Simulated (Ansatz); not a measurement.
# Al5BN6: the cost of one run

Method: DFT PBE, scalar-relativistic, plane waves, PAW, in Ansatz 0.2.0.

## Step 1: Starting point

It takes space group P-3m1 (No. 164, trigonal). The conventional cell has a = 3.264 Å, b = 3.264 Å, c = 15.990 Å, α = 90.00°, β = 90.00°, γ = 120.00°. Al (site symmetry -3m) has 6 N at 2.31 Å as nearest neighbours. Around Al (site symmetry 3m) lie 6 N at 2.31 Å. Around B (site symmetry -3m) lie 6 N at 2.31 Å. Around N (site symmetry 3m) lie 6 Al at 2.31 Å. N (site symmetry 3m) is surrounded by 3 B at 2.31 Å and 3 Al at 2.31 Å.

Coordinates:

```
Al B N
1.0
     3.26395    0.00000    0.00000
    -1.63198    2.82667    0.00000
     0.00000    0.00000   15.99004
Al B N
5 1 6
Direct
  0.00000 0.00000 0.00000
  0.33333 0.66667 0.83333
  0.66667 0.33333 0.66667
  0.33333 0.66667 0.33333
  0.66667 0.33333 0.16667
  0.00000 0.00000 0.50000
  0.66667 0.33333 0.91667
  0.00000 0.00000 0.75000
  0.33333 0.66667 0.58333
  0.66667 0.33333 0.41667
  0.00000 0.00000 0.25000
  0.33333 0.66667 0.08333
```

The start is an ordering of an alloy on its end members' structure types: elements ordered on the sites of the AlN type, B/Al on Al (P-3m1, No. 164).

## Step 2: A first look at the guess

input.yaml reads:

```yaml
crystal:
  lattice:
    - [3.2639541, 0.0, 0.0]
    - [-1.63197705, 2.82666717, 0.0]
    - [0.0, 0.0, 15.99004418]
  atoms:
    - { symbol: Al, position: [0.0, 0.0, 0.0] }
    - { symbol: Al, position: [0.33333333, 0.66666667, 0.83333333] }
    - { symbol: Al, position: [0.66666667, 0.33333333, 0.66666667] }
    - { symbol: Al, position: [0.33333333, 0.66666667, 0.33333333] }
    - { symbol: Al, position: [0.66666667, 0.33333333, 0.16666667] }
    - { symbol: B, position: [0.0, 0.0, 0.5] }
    - { symbol: "N", position: [0.66666667, 0.33333333, 0.91666667] }
    - { symbol: "N", position: [0.0, 0.0, 0.75] }
    - { symbol: "N", position: [0.33333333, 0.66666667, 0.58333333] }
    - { symbol: "N", position: [0.66666667, 0.33333333, 0.41666667] }
    - { symbol: "N", position: [0.0, 0.0, 0.25] }
    - { symbol: "N", position: [0.33333333, 0.66666667, 0.08333333] }
basis:
  ecutwfc: 420
kpoints:
  mp_grid: { grid: [6, 6, 1] }
hamiltonian:
  xc: pbe
scf:
  occupations: { method: gaussian, width: 0.1 }
  lower_state_search: "off"
output:
  forces: true
  stress: true
  eigenvalues: true
```

Started as:

```bash
> ansatz run input.yaml --threads 1 --pin off --max-ram 2560MiB --backend cpu --events-out ev --progress --plain --runs-dir out
```

Q: Estimate wall time and peak memory on 1 thread of Intel Xeon Platinum 8259CL at 2.50GHz (Skylake/Cascade Lake), shared host.

About 2.8 s, with a peak of 0.42 GiB.
